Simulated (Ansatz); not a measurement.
The system is LaSb.

```
La Sb
1.0
     0.00000    3.24500    3.24500
     3.24500    0.00000    3.24500
     3.24500    3.24500    0.00000
La Sb
1 1
Direct
  0.00000 0.00000 0.00000
  0.50000 0.50000 0.50000
```

- Program: Ansatz 0.2.0
- Task: relaxation of cell and atoms
- Functional: PBE
- Potentials or basis: all-electron LAPW, scalar-relativistic
- Basis error allowed: 0.001 eV/atom
- k mesh: 7 × 7 × 7
- Occupations: fermi-dirac, width 0.05 eV
- Spin: no spin polarisation

At the start: volume 34.17 Å³/atom.

Where does the relaxation end?

Over 4 steps the energy falls by 4.5 meV/atom and the volume is 35.16 Å³/atom (+2.9 %); space group Fm-3m (No. 225, to 0.05 Å).

The path:
| step | energy change (eV) | largest force (eV/Å) | volume (Å³) |
| --- | --- | --- | --- |
| 1 | 0.0000 | 0.0000 | 68.34 |
| 2 | -0.0054 | 0.0000 | 71.53 |
| 3 | -0.0090 | 0.0000 | 70.32 |
| 4 | -0.0090 | 0.0000 | 70.32 |

Final structure:
```
La Sb
1.0
     0.00000    3.27602    3.27602
     3.27602    0.00000    3.27602
     3.27602    3.27602    0.00000
La Sb
1 1
Direct
  0.00000 0.00000 0.00000
  0.50000 0.50000 0.50000
```
